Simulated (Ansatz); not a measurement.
# The cluster Ga2Cl3: geometry, orbitals and charge

Aim: characterise the cluster Ga2Cl3 as a doublet: its structure, frontier levels and distribution of charge and spin.

Program: Ansatz 0.2.0, Gaussian basis. Level of theory: UKS PBE0-D4/def2-TZVP. These are calculated values, not measurements.

The runs, in order: relaxation at r2SCAN-D4/def2-SVP; a search for the lowest solution at PBE0-D4/def2-SVP; a single point at PBE0-D4/def2-TZVP.

3 further runs of the same task are left out: 3 set aside as unsound or not needed.

**1. The system as given**

5 atoms, charge 0, spin multiplicity 2.

Atoms are counted from 1 here; the program's logs count them from 0.

Bond lengths: Ga1–Ga2 2.532 Å, Ga1–Cl3 2.267 Å, Ga2–Cl4 2.229 Å, Ga2–Cl5 2.232 Å. Angles: Ga2–Ga1–Cl3 115.0°, Ga1–Ga2–Cl4 113.2°, Ga1–Ga2–Cl5 109.2°, Cl4–Ga2–Cl5 109.0°.

As a file:

```xyz
5
Cl3Ga2
Ga    0.3867    1.6049    0.0815
Ga   -0.3275   -0.8234    0.0272
Cl    0.0117    2.7575   -1.8346
Cl   -1.5577   -1.4181    1.7886
Cl    1.4867   -2.1208   -0.0627
```

The start is a GFN1-xTB geometry.

**2. Relaxation at r2SCAN-D4/def2-SVP**

in.yaml

```yaml
crystal:
  periodic: [false, false, false]
  atoms:
    - {symbol: Ga, position_ang: [0.386690, 1.604930, 0.081480]}
    - {symbol: Ga, position_ang: [-0.327490, -0.823440, 0.027230]}
    - {symbol: Cl, position_ang: [0.011730, 2.757460, -1.834580]}
    - {symbol: Cl, position_ang: [-1.557660, -1.418090, 1.788570]}
    - {symbol: Cl, position_ang: [1.486730, -2.120850, -0.062700]}
basis:
  gaussian: {orbitals: def2-SVP}
magnetization: {spin_polarized: true, initial_magnetization: 1}
hamiltonian: {xc: r2scan, dispersion: d4}
scf: {lower_state_search: "off"}
output: {orbitals: {seedname: orbitals}}
relax: {f_tol: 0.02, max_steps: 100}
```

Started as:

```bash
ansatz run in.yaml --threads 4 --pin off --events-out ev --progress --plain --max-ram 8704MiB
```

The runs that follow: Searching for the lowest solution, PBE0-D4/def2-SVP; Single point, PBE0-D4/def2-TZVP.

Q: Predict the results of all the runs planned. Wanted: point group; commonest bond; HOMO, LUMO at PBE0-D4/def2-TZVP; ⟨S²⟩; dipole at r2SCAN-D4/def2-SVP.

As calculated:

```
                                         quantity                            value
                                      point group                               Cs
                                   commonest bond  Cl–Ga, 3 of mean length 2.164 Å
HOMO, LUMO at PBE0-D4/def2-TZVP (over both spins)                  -6.49, -3.96 eV
                                             ⟨S²⟩                            0.758
                     dipole at r2SCAN-D4/def2-SVP                           1.93 D
```

**Reading.** The molecule keeps its bonding pattern by the stored test; the atoms moved 0.24 Å (rms). No usable vibrations, so a minimum isn't proven. Whether this spin is the lowest isn't tested here.
